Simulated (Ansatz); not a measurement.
BiTe:

```
Bi Te
1.0
     0.00000    3.23500    3.23500
     3.23500    0.00000    3.23500
     3.23500    3.23500    0.00000
Bi Te
1 1
Direct
  0.00000 0.00000 0.00000
  0.50000 0.50000 0.50000
```

Base run:

```yaml
Program: Ansatz 0.2.0
Functional: r2SCAN
Potentials_or_basis: Ansatz PAW
Cutoff: "500 eV (not typed: the program's choice for these potentials)"
k_mesh: 7 × 7 × 7
Occupations: fermi-dirac, width 0.05 eV
Spin: spin-orbit coupling, no magnetisation
```

Its results: band gap on the k mesh none (metal or under the smearing width); pressure 1.5 GPa.

Question: The run is repeated on the same cell with these changes: spin from spin-orbit coupling, no magnetisation to no spin polarisation; potential files from those of the base run to others of the same set. What comes out?

Answer: Band gap on the k mesh none (metal or under the smearing width); pressure 0.1 GPa.

Caveats: the PAW data sets come from PBE, with cores solved anew for the run's functional, which leaves a small shift of forces and pressure; spin-orbit coupling is left out, which moves the levels of the heavy elements (some runs).
